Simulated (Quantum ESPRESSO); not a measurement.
Write the native input for Quantum ESPRESSO 7.5 that does the following.

* Task: single point
* Functional: PBE
* Potentials or basis: SSSP 1.3 efficiency PBE
* Cutoff: 748 eV
* Density cutoff: 5987 eV
* k mesh: 9 × 9 × 9
* Occupations: fermi-dirac, width 0.05 eV
* Spin: no spin polarisation
* Mixing beta: 0.5
* Most SCF iterations: 120
* SCF threshold: 4e-10 Ry

GeW:

```
Ge W
1.0
     0.00000    2.57761    2.57761
     2.57761    0.00000    2.57761
     2.57761    2.57761    0.00000
Ge W
1 1
Direct
  0.50000 0.50000 0.50000
  0.00000 0.00000 0.00000
```

The cell was built by a generator and needn't be a form met in nature.

These files were run (other wordings do the same):

pw.in

```
&CONTROL
  calculation = 'scf'
  prefix = 'pwscf'
  outdir = './tmp'
  pseudo_dir = './pseudo'
  tprnfor = .true.
  tstress = .true.
  disk_io = 'nowf'
/
&SYSTEM
  ibrav = 0
  nat = 2
  ntyp = 2
  ecutwfc = 55
  ecutrho = 440
  nbnd = 21
  occupations = 'smearing'
  smearing = 'fd'
  degauss = 0.00367493
/
&ELECTRONS
  conv_thr = 4d-10
  electron_maxstep = 120
  mixing_beta = 0.5
/
ATOMIC_SPECIES
Ge    72.6300 ge_pbe_v1.4.uspp.F.UPF
W    183.8400 W_pbe_v1.2.uspp.F.UPF
CELL_PARAMETERS angstrom
   0.0000000000    2.5776100000    2.5776100000
   2.5776100000    0.0000000000    2.5776100000
   2.5776100000    2.5776100000    0.0000000000
ATOMIC_POSITIONS crystal
Ge     0.5000000000    0.5000000000    0.5000000000
W      0.0000000000    0.0000000000    0.0000000000
K_POINTS automatic
9 9 9 0 0 0
```

Potentials or basis: SSSP 1.3 efficiency PBE.

Command:

```sh
$ OMP_NUM_THREADS=1 pw.x -in pw.in > pw.out
```

Results of the run:

* Pressure: 0.2 GPa
* Band gap on the k mesh: none (metal or under the smearing width)

It took 47 s on 1 thread of Intel(R) Xeon(R) Platinum 8175M CPU @ 2.50GHz (Skylake/Cascade Lake) (shared host), peak memory 0.3 GiB.
